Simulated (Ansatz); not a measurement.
# Rb2HgAuBr6: the cost of one run

Method: DFT PBE, plane waves, PAW, scalar-relativistic, no spin polarisation, in Ansatz 0.2.0.

### 1 The starting structure

The cell holds 40 atoms (Au4Br24Hg4Rb8): a = 11.314 Å, b = 11.314 Å, c = 11.314 Å, α = 90.00°, β = 90.00°, γ = 90.00°.

Its coordinates follow in the input file.

### 2 Run 1

400 steps of 3 fs under a Langevin thermostat at 1200 K.

Input file input.yaml:

```yaml
accuracy: low
crystal:
  lattice:
    - [11.313983, 0.0, 0.0]
    - [0.0, 11.313983, 0.0]
    - [0.0, 0.0, 11.313983]
  atoms:
    - { symbol: Rb, position: [0.75, 0.75, 0.75] }
    - { symbol: Rb, position: [0.25, 0.25, 0.25] }
    - { symbol: Hg, position: [0.5, 0.5, 0.5] }
    - { symbol: Au, position: [0.0, 0.0, 0.0] }
    - { symbol: Br, position: [0.244135, 0.5, 0.5] }
    - { symbol: Br, position: [0.5, 0.5, 0.244135] }
    - { symbol: Br, position: [0.755865, 0.5, 0.5] }
    - { symbol: Br, position: [0.5, 0.244135, 0.5] }
    - { symbol: Br, position: [0.5, 0.755865, 0.5] }
    - { symbol: Br, position: [0.5, 0.5, 0.755865] }
    - { symbol: Rb, position: [0.25, 0.25, 0.75] }
    - { symbol: Rb, position: [0.75, 0.75, 0.25] }
    - { symbol: Hg, position: [0.0, 0.0, 0.5] }
    - { symbol: Au, position: [0.5, 0.5, 0.0] }
    - { symbol: Br, position: [0.744135, 0.0, 0.5] }
    - { symbol: Br, position: [0.0, 0.0, 0.244135] }
    - { symbol: Br, position: [0.255865, 0.0, 0.5] }
    - { symbol: Br, position: [0.0, 0.744135, 0.5] }
    - { symbol: Br, position: [0.0, 0.255865, 0.5] }
    - { symbol: Br, position: [0.0, 0.0, 0.755865] }
    - { symbol: Rb, position: [0.25, 0.75, 0.25] }
    - { symbol: Rb, position: [0.75, 0.25, 0.75] }
    - { symbol: Hg, position: [0.0, 0.5, 0.0] }
    - { symbol: Au, position: [0.5, 0.0, 0.5] }
    - { symbol: Br, position: [0.744135, 0.5, 0.0] }
    - { symbol: Br, position: [0.0, 0.5, 0.744135] }
    - { symbol: Br, position: [0.255865, 0.5, 0.0] }
    - { symbol: Br, position: [0.0, 0.244135, 0.0] }
    - { symbol: Br, position: [0.0, 0.755865, 0.0] }
    - { symbol: Br, position: [0.0, 0.5, 0.255865] }
    - { symbol: Rb, position: [0.75, 0.25, 0.25] }
    - { symbol: Rb, position: [0.25, 0.75, 0.75] }
    - { symbol: Hg, position: [0.5, 0.0, 0.0] }
    - { symbol: Au, position: [0.0, 0.5, 0.5] }
    - { symbol: Br, position: [0.244135, 0.0, 0.0] }
    - { symbol: Br, position: [0.5, 0.0, 0.744135] }
    - { symbol: Br, position: [0.755865, 0.0, 0.0] }
    - { symbol: Br, position: [0.5, 0.744135, 0.0] }
    - { symbol: Br, position: [0.5, 0.255865, 0.0] }
    - { symbol: Br, position: [0.5, 0.0, 0.255865] }
basis:
  ecutwfc: 420.0
kpoints:
  mp_grid: { grid: [1, 1, 1] }
hamiltonian:
  xc: pbe
scf:
  occupations: { method: fermi_dirac, width: 0.05 }
  lower_state_search: "off"
md:
  timestep: 3
  n_steps: 400
  ensemble: nvt_langevin
  temperature: 1200.0
  initial_velocities: maxwell_boltzmann
  seed: 257462
  friction: 0.05
```

Command:

```
> ansatz run input.yaml --threads 4 --pin off --max-ram 10240MiB --backend cpu --events-out ev --progress --plain --runs-dir out
```

Q: Estimate wall time and peak memory on 4 threads of AMD EPYC 9R45 (Zen 5), shared host.

About 19 min, with a peak of 1.7 GiB.
